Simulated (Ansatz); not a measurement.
# BaMn2Bi2: the cost of one run

Program: Ansatz 0.2.0. Level of theory: DFT PBE, scalar-relativistic, plane waves, PAW. These are calculated values, not measurements.

4 further runs of the same task are left out: 1 that didn't finish, 3 set aside as unsound or not needed. Runs told in other sessions of the task aren't counted.

## (1) The system as given

Symmetry: I4/mmm, No. 139, tetragonal system. The conventional cell has a = 4.607 Å, b = 4.607 Å, c = 13.769 Å, α = 90.00°, β = 90.00°, γ = 90.00°. Ba (site symmetry 4/mmm) has 8 Bi at 3.73 Å and 8 Mn at 4.14 Å in its first shell of neighbours. Mn (site symmetry -4m2) has 4 Bi at 2.82 Å in its first shell of neighbours. Bi (site symmetry 4mm) is surrounded by 4 Mn at 2.82 Å.

Structure file:

```cif
data_structure
_symmetry_space_group_name_H-M 'P 1'
_symmetry_Int_Tables_number 1
_cell_length_a 7.6163
_cell_length_b 7.6163
_cell_length_c 7.6163
_cell_angle_alpha 144.790
_cell_angle_beta 144.790
_cell_angle_gamma 50.648
_cell_volume 146.13
loop_
_atom_site_label
_atom_site_type_symbol
_atom_site_fract_x
_atom_site_fract_y
_atom_site_fract_z
_atom_site_occupancy
Ba1 Ba 0.00000 0.00000 0.00000 1
Mn1 Mn 0.25000 0.75000 0.50000 1
Mn2 Mn 0.75000 0.25000 0.50000 1
Bi1 Bi 0.36873 0.36873 0.00000 1
Bi2 Bi 0.63127 0.63127 0.00000 1
```

This cell comes from an earlier session at PBE: 29.225 Å³/atom at 0.00 GPa, on a 12×12×12 mesh.

## (2) Antiferromagnetic, in the cell as typed

Input file input.yaml:

```yaml
crystal:
  lattice:
    - [-2.3035696096, 2.3035696096, 6.8843764681]
    - [2.3035696096, -2.3035696096, 6.8843764681]
    - [2.3035696096, 2.3035696096, -6.8843764681]
  atoms:
    - { symbol: Ba, position: [0.0, 0.0, 0.0] }
    - { symbol: Mn, position: [0.25, 0.75, 0.5], spin: 3.5 }
    - { symbol: Mn, position: [0.75, 0.25, 0.5], spin: -3.5 }
    - { symbol: Bi, position: [0.3687315215, 0.3687315215, 0.0] }
    - { symbol: Bi, position: [0.6312684785, 0.6312684785, 0.0] }
basis:
  ecutwfc: 420
  ecutrho_ratio: 4
kpoints:
  mp_grid: { grid: [12, 12, 12] }
hamiltonian:
  xc: pbe
scf:
  occupations: { method: gaussian, width: 0.05 }
  lower_state_search: "off"
output:
  forces: true
  stress: true
  eigenvalues: true
  populations: true
magnetization:
  spin_polarized: true
```

On the command line:

```
$ ansatz run input.yaml --threads 4 --pin off --max-ram 10240MiB --backend cpu --events-out ev --progress --plain --runs-dir out
```

What time and memory should one allow on 4 threads of Intel Xeon 6975P-C (Granite Rapids), shared host?

About 50 s, with a peak of 1.7 GiB.
